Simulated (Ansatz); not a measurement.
# GeW (Fm-3m) in Ansatz: equation of state

Aim: energy against volume of GeW in PBE, for its equilibrium volume and stiffness.

All numbers are computed with Ansatz 0.2.0; they aren't measurements. Logs are shortened: lines on timing, memory, paths and dates and some standing lists are left out, and cuts for length are marked.

## (1) Starting point

It takes space group Fm-3m (No. 225, cubic). Conventional cell: a = 5.155 Å, b = 5.155 Å, c = 5.155 Å, α = 90.00°, β = 90.00°, γ = 90.00°. Ge (site symmetry m-3m) has 6 W at 2.58 Å as nearest neighbours. W (site symmetry m-3m) is surrounded by 6 Ge at 2.58 Å.

The cell was built by a generator and needn't be a form met in nature.

## (2) Equation of state, PBE

Potentials or basis: all-electron LAPW, scalar-relativistic.

No new run: the results of the series are fitted here.

What came out:

```
Equilibrium volume                      : 17.15 Å³/atom
Bulk modulus                            : 171 GPa
Pressure derivative of the bulk modulus : 4.5
```

Energy against volume, from the lowest point:
```
volume (Å³/atom)  energy (meV/atom)
          16.098              38.78
          16.441              16.98
          16.783               4.37
          17.126               0.00
          17.468               3.02
          17.811              12.66
          18.153              28.23
```

Spin-orbit coupling is left out, which matters for the levels of W.
